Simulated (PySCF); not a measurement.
# B2ClH7P2: the cost of one run

The runs use PySCF 2.14.0, with density-fitted response routines of our own; the level of theory stands in each step. All values are computed, except where a source is named. Atoms count from 0, in the outputs and in this text.

## 1. The molecule as given

12 atoms, charge 0, multiplicity 1; geometry from: GFN2-xTB. The atoms were then displaced at random by about 0.01 Å, so the start is not that level's minimum.

Bonds of the start (Å): Cl0–B1 1.84, B1–P2 1.96, P2–B3 1.92, B3–P4 1.99, P4–B1 1.96, B1–H5 1.18, P2–H6 1.40, P2–H7 1.42, B3–H8 1.16, B3–H9 1.19, P4–H10 1.38, P4–H11 1.39.

## 2. Relaxing the molecule at PBE0-D3(BJ)/def2-SVP

What the job is given:

```
{"job": {"xc": "PBE0", "basis": "def2-SVP", "d3": "d3bj", "grid": 1, "shake": 0.01, "kind": "geom"}, "charge": 0, "multiplicity": 1}
Cl    -0.174710    -2.863040     0.111670
B      0.015040    -1.201630    -0.658300
P      1.290740    -0.047670     0.278920
B      0.100760     1.460300     0.175290
P     -1.335770     0.117440    -0.114860
H      0.187190    -1.227550    -1.828830
H      1.522800    -0.521240     1.572840
H      2.662180     0.029450    -0.091520
H      0.251790     2.044860    -0.819450
H     -0.033660     2.125600     1.154360
H     -2.485650     0.350190    -0.848790
H     -1.961040    -0.294980     1.059650
```

Run with:

```bash
OMP_NUM_THREADS=1 python probes_run.py task.json out
```

One launch serves the whole session: the jobs run in the order shown.

Q: Estimate the wall time and peak memory of this first job on 1 thread of Arm Neoverse V2, shared host.

About 42 s, with a peak of 0.52 GiB.
